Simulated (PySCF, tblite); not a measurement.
**C5H10Ge: dynamics, then NMR shifts on frames**

Aim: move C5H10Ge (`[CH3][GeH]1[CH2]C=C[CH2]1`) away from its starting geometry and see how NMR shifts follow the geometry.

The runs use tblite 0.8.0 and PySCF 2.14.0, with density-fitted response routines of our own; the level of theory stands in each step. All values are computed, except where a source is named. Atoms count from 0, in the outputs and in this text.

## Step 1: The molecule as given

16 atoms, charge 0, multiplicity 1; geometry from: GFN2-xTB.

Bonds of the start (Å): C0–Ge1 1.98, Ge1–C2 1.99, C2–C3 1.50, C3–C4 1.32, C4–C5 1.50, C5–Ge1 1.99, C0–H6 1.09, C0–H7 1.09, C0–H8 1.09, Ge1–H9 1.52, C2–H10 1.09, C2–H11 1.09, C3–H12 1.08, C4–H13 1.08, C5–H14 1.09, C5–H15 1.09.

## Step 2: Dynamics with GFN2-xTB

The job: settings as JSON, then the geometry in Å.

```
{"job": {"kind": "md", "xc": "GFN2-xTB", "basis": "xTB", "temperature": 200, "steps": 2000, "every": 50, "frames": 5}, "charge": 0, "multiplicity": 1}
C      2.291818     0.660654     0.156568
Ge     0.767372    -0.458722    -0.430274
C     -0.723220     0.565795    -1.262697
C     -1.850538     0.388953    -0.290359
C     -1.705071    -0.370429     0.782469
C     -0.409528    -1.074592     1.053182
H      1.928151     1.473530     0.779107
H      3.003113     0.077250     0.733260
H      2.812278     1.086542    -0.695821
H      1.273708    -1.593159    -1.302190
H     -1.012777     0.189199    -2.244724
H     -0.496896     1.626082    -1.388034
H     -2.779603     0.902532    -0.498648
H     -2.509430    -0.507127     1.492789
H     -0.032132    -0.803181     2.040682
H     -0.564843    -2.154384     1.063281
```

With the program's defaults for keys left out, this is: GFN2-xTB Langevin dynamics, gas phase.

Launch:

```sh
$ OMP_NUM_THREADS=1 python probes_run.py task.json out
```

This one command runs all jobs of the session in turn.

The log of the run:

```text
t/fs     T/K      E/eV
    0.0   162.6   -481.06327
   25.0    93.3   -480.87840
   50.0   149.9   -480.89869
   75.0   138.9   -480.85595
  100.0   146.3   -480.76513
  125.0   162.3   -480.75023
  150.0   166.7   -480.85382
  175.0   197.9   -480.76530
  200.0   157.1   -480.68259
  225.0   158.8   -480.63624
  250.0   208.7   -480.69416
  275.0   229.0   -480.79153
  300.0   183.1   -480.82227
  325.0   177.9   -480.79742
  350.0   210.1   -480.71253
  375.0   181.6   -480.67665
  400.0   146.6   -480.68446
  425.0   209.7   -480.61947
  450.0   238.1   -480.72563
  475.0   191.8   -480.64013
  500.0   174.6   -480.70714
  525.0   158.9   -480.72138
  550.0   154.0   -480.72454
  575.0   170.1   -480.66670
  600.0   144.9   -480.63435
  625.0   184.8   -480.62048
  650.0   171.7   -480.52435
  675.0   212.8   -480.59283
  700.0   210.1   -480.51329
  725.0   229.5   -480.64330
  750.0   177.8   -480.56926
  775.0   198.5   -480.70952
  800.0   180.6   -480.62828
  825.0   255.1   -480.67268
  850.0   170.9   -480.56033
  875.0   229.7   -480.52275
  900.0   178.8   -480.43521
  925.0   281.2   -480.69955
  950.0   218.8   -480.55804
  975.0   291.4   -480.60899
 1000.0   275.0   -480.58277
```

Wall time 9.3 s (1 thread of Arm Neoverse V2, shared host); peak memory 0.18 GiB.

Distance from the start (root mean square after alignment): 0 fs 0.00 Å, 200 fs 0.16 Å, 400 fs 0.38 Å, 600 fs 0.88 Å, 800 fs 0.90 Å, 1000 fs 0.89 Å.

Positions (Å) and forces (eV/Å) at 1000 fs:

```xyz
16

C     1.827    0.111    1.567   -0.453   -0.625    1.445
Ge    0.368   -0.196    0.316   -0.967    0.478   -0.079
C    -1.121    1.158    0.444   -0.279   -0.683    1.364
C    -2.349    0.291    0.623   -2.038    1.263    0.160
C    -2.292   -1.005    0.752    0.879   -2.220    0.371
C    -0.895   -1.646    0.699   -1.014   -1.013    1.122
H     2.719    0.303    1.036    0.837    0.597   -0.288
H     1.579    0.871    2.330    0.278   -0.160   -0.648
H     2.015   -0.808    2.144   -0.118    0.190   -0.216
H     0.845   -0.399   -1.085    0.227    0.064   -0.263
H    -1.304    1.808   -0.368    0.114    0.687   -0.881
H    -0.964    1.794    1.355   -0.228   -0.443   -0.624
H    -3.410    0.727    0.648    1.673   -0.012   -0.039
H    -3.125   -1.751    0.961    0.918    1.377   -0.450
H    -0.771   -2.203    1.699    0.116    0.581   -1.471
H    -0.898   -2.369   -0.131    0.055   -0.081    0.497
```

## Step 3: Nuclear shieldings: 250 fs, PBE0/pcSseg-1

The job: settings as JSON, then the geometry in Å.

```
{"job": {"kind": "nmr", "xc": "PBE0", "basis": "pcSseg-1", "pop": false}, "charge": 0, "multiplicity": 1}
C      1.787500     0.971800     0.004700
Ge     0.492800    -0.505900    -0.315900
C     -1.267100     0.190700    -0.925300
C     -2.267600    -0.183000     0.132800
C     -1.837400    -0.892700     1.161300
C     -0.405300    -1.282400     1.244700
H      1.425700     1.492700     0.883300
H      2.855900     0.631500     0.270400
H      1.801000     1.694300    -0.827800
H      1.093500    -1.598300    -1.153200
H     -1.567700    -0.378000    -1.878500
H     -1.398300     1.216400    -1.225000
H     -3.308300     0.172400     0.073200
H     -2.463500    -1.263400     1.903700
H      0.055300    -0.973600     2.234000
H     -0.381200    -2.387200     1.372300
```

Method: GIAO PBE0/pcSseg-1 NMR shielding, non-relativistic, gas phase.

The log of the run:

```text
coarse grid: 58040 points
cycle   1  E = -2272.6833957194  dE = -1.508e-01  |g| = 9.479e-01  |ddm| = 3.630e+00
cycle   2  E = -2272.6373922090  dE =  4.600e-02  |g| = 1.014e+00  |ddm| = 1.119e+00
cycle   3  E = -2272.7770003608  dE = -1.396e-01  |g| = 8.687e-02  |ddm| = 7.129e-01
cycle   4  E = -2272.7784405532  dE = -1.440e-03  |g| = 3.020e-02  |ddm| = 9.507e-02
cycle   5  E = -2272.7786477162  dE = -2.072e-04  |g| = 7.486e-03  |ddm| = 2.909e-02
cycle   6  E = -2272.7786604681  dE = -1.275e-05  |g| = 2.676e-03  |ddm| = 8.627e-03
cycle   7  E = -2272.7786621493  dE = -1.681e-06  |g| = 7.990e-04  |ddm| = 2.798e-03
final grid: 122800 points
cycle   8  E = -2272.7786521583  dE =  2.063e-07  |g| = 1.261e-03  |ddm| = 2.413e-03
cycle   9  E = -2272.7786513568  dE =  8.015e-07  |g| = 2.164e-03  |ddm| = 2.963e-03
cycle  10  E = -2272.7786525692  dE = -1.212e-06  |g| = 1.505e-04  |ddm| = 1.879e-03
cycle  11  E = -2272.7786525749  dE = -5.742e-09  |g| = 2.110e-05  |ddm| = 1.463e-04
cycle  12  E = -2272.7786525750  dE = -9.459e-11  |g| = 2.945e-06  |ddm| = 2.213e-05
converged SCF energy = -2272.7786525750

GIAO shielding tensors (ppm)
atom      isotropic    diamagn.    paramagn.     s11        s22        s33       span
  0 C      184.904     250.764     -65.861    175.801    186.550    192.360     16.560
  1 Ge    1394.294    2753.285   -1358.992   1305.141   1409.345   1468.395    163.255
  2 C      162.909     248.964     -86.055    145.782    154.737    188.209     42.427
  3 C       48.679     255.438    -206.759    -60.838     67.972    138.904    199.741
  4 C       50.527     254.170    -203.643    -57.632     64.215    144.999    202.631
  5 C      162.809     250.271     -87.462    148.592    154.135    185.701     37.110
  6 H       31.298      31.200       0.098     25.914     29.601     38.378     12.464
  7 H       29.676      27.233       2.443     24.729     26.185     38.113     13.384
  8 H       30.665      29.329       1.336     25.079     28.245     38.671     13.591
  9 H       27.102      29.224      -2.121     20.375     21.472     39.459     19.084
 10 H       28.633      28.537       0.096     23.389     25.983     36.529     13.140
 11 H       30.175      31.418      -1.243     25.029     28.435     37.061     12.032
 12 H       25.224      29.255      -4.031     22.850     25.719     27.103      4.252
 13 H       26.309      31.232      -4.924     23.873     27.106     27.946      4.073
 14 H       29.112      29.928      -0.816     24.010     27.122     36.204     12.194
 15 H       29.286      29.493      -0.207     24.306     26.735     36.815     12.510
```

It took 24 s on 1 thread of Arm Neoverse V2, shared host; peak memory 0.84 GiB.

The references, computed at this level on geometries of the same kind, shield at (ppm): 1H TMS 31.72, 13C TMS 186.9, 73Ge GeMe4 1331. Their shielding less the atom's gives the shift. The references are single molecules in the gas phase. Each atom is listed at this fixed geometry, with no averaging over motion; a spectrum would average atoms that exchange fast.

```tsv
atoms	environment	σ (ppm)	δ (ppm)
C3	alkene CH	48.7	138.2
C4	alkene CH	50.5	136.4
C5	allylic sp3 CH2 bonded to Ge	162.8	24.1
C2	allylic sp3 CH2 bonded to Ge	162.9	24.0
C0	methyl carbon bonded to Ge	184.9	2.0
H12	hydrogen on an alkene CH	25.22	6.49
H13	hydrogen on an alkene CH	26.31	5.41
H9	hydrogen on a germanium bonded to 3 C, in a 5-membered ring	27.10	4.61
H10	hydrogen on an allylic sp3 CH2 bonded to Ge	28.63	3.08
H14	hydrogen on an allylic sp3 CH2 bonded to Ge	29.11	2.60
H15	hydrogen on an allylic sp3 CH2 bonded to Ge	29.29	2.43
H7	hydrogen on a methyl carbon bonded to Ge	29.68	2.04
H11	hydrogen on an allylic sp3 CH2 bonded to Ge	30.18	1.54
H8	hydrogen on a methyl carbon bonded to Ge	30.66	1.05
H6	hydrogen on a methyl carbon bonded to Ge	31.30	0.42
Ge1	germanium bonded to 3 C, H, in a 5-membered ring	1394	-63
```

Ring of atoms Ge1, C2, C3, C4, C5: NICS(0) -2.5, NICS(1) -2.9, NICS(1)zz -1.8 ppm (means of both faces).

## Step 4: Shielding tensors: 425 fs, PBE0/pcSseg-1

The job: settings as JSON, then the geometry in Å.

```
{"job": {"kind": "nmr", "xc": "PBE0", "basis": "pcSseg-1", "pop": false}, "charge": 0, "multiplicity": 1}
C      1.559100     0.554300     0.720700
Ge     0.183600    -0.626100    -0.115100
C     -1.545200     0.205100    -0.553700
C     -2.435800    -0.131800     0.574900
C     -2.099300    -1.075900     1.423200
C     -0.773900    -1.817700     1.224400
H      1.196500     1.562900     0.784300
H      1.802800     0.382600     1.751400
H      2.589000     0.607300     0.229400
H      0.664500    -1.449600    -1.262500
H     -1.868400    -0.247500    -1.453800
H     -1.566200     1.274300    -0.749600
H     -3.333400     0.445300     0.742300
H     -2.684200    -1.486300     2.249700
H     -0.207800    -1.786200     2.117100
H     -1.005100    -2.810900     0.820500
```

With the program's defaults for keys left out, this is: GIAO PBE0/pcSseg-1 NMR shielding, non-relativistic, gas phase.

The log of the run:

```text
coarse grid: 58040 points
cycle   1  E = -2272.6742924782  dE = -8.887e-02  |g| = 9.584e-01  |ddm| = 3.645e+00
cycle   2  E = -2272.6259118355  dE =  4.838e-02  |g| = 1.031e+00  |ddm| = 1.142e+00
cycle   3  E = -2272.7721716966  dE = -1.463e-01  |g| = 8.706e-02  |ddm| = 7.349e-01
cycle   4  E = -2272.7736236202  dE = -1.452e-03  |g| = 2.589e-02  |ddm| = 1.002e-01
cycle   5  E = -2272.7737890007  dE = -1.654e-04  |g| = 7.040e-03  |ddm| = 2.850e-02
cycle   6  E = -2272.7738011480  dE = -1.215e-05  |g| = 1.951e-03  |ddm| = 7.826e-03
cycle   7  E = -2272.7738019278  dE = -7.798e-07  |g| = 8.984e-04  |ddm| = 2.312e-03
final grid: 122800 points
cycle   8  E = -2272.7738036141  dE =  3.590e-07  |g| = 1.545e-03  |ddm| = 3.030e-03
cycle   9  E = -2272.7738022347  dE =  1.379e-06  |g| = 2.773e-03  |ddm| = 3.616e-03
cycle  10  E = -2272.7738042307  dE = -1.996e-06  |g| = 9.862e-05  |ddm| = 2.353e-03
cycle  11  E = -2272.7738042332  dE = -2.489e-09  |g| = 1.397e-05  |ddm| = 1.000e-04
cycle  12  E = -2272.7738042333  dE = -4.729e-11  |g| = 2.367e-06  |ddm| = 1.611e-05
converged SCF energy = -2272.7738042333

GIAO shielding tensors (ppm)
atom      isotropic    diamagn.    paramagn.     s11        s22        s33       span
  0 C      190.579     249.261     -58.682    180.792    185.468    205.478     24.686
  1 Ge    1384.902    2753.925   -1369.023   1286.033   1424.777   1443.895    157.862
  2 C      168.390     250.961     -82.571    152.005    164.104    189.061     37.056
  3 C       53.612     254.019    -200.407    -52.307     69.515    143.629    195.936
  4 C       46.851     256.508    -209.658    -56.164     54.710    142.005    198.169
  5 C      159.274     254.327     -95.054    140.475    158.186    179.160     38.685
  6 H       31.764      31.531       0.233     25.701     29.716     39.874     14.173
  7 H       31.734      30.440       1.294     26.049     29.214     39.938     13.889
  8 H       30.084      27.930       2.154     24.844     26.328     39.079     14.235
  9 H       27.153      30.038      -2.886     20.360     21.542     39.556     19.196
 10 H       30.715      31.535      -0.820     25.309     27.776     39.059     13.750
 11 H       30.132      31.700      -1.568     25.061     27.970     37.365     12.304
 12 H       25.714      29.191      -3.477     22.821     26.089     28.230      5.409
 13 H       25.106      29.173      -4.067     22.221     25.750     27.346      5.125
 14 H       30.636      32.468      -1.831     25.371     29.186     37.352     11.981
 15 H       29.480      30.548      -1.068     24.501     27.000     36.939     12.438
```

It took 21 s on 1 thread of Arm Neoverse V2, shared host; peak memory 0.9 GiB.

Key values: δ C4 140.1, C3 133.3, C5 27.7, C2 18.5, H13 6.61, H12 6.00 ppm.

[end of part 1 of 2]
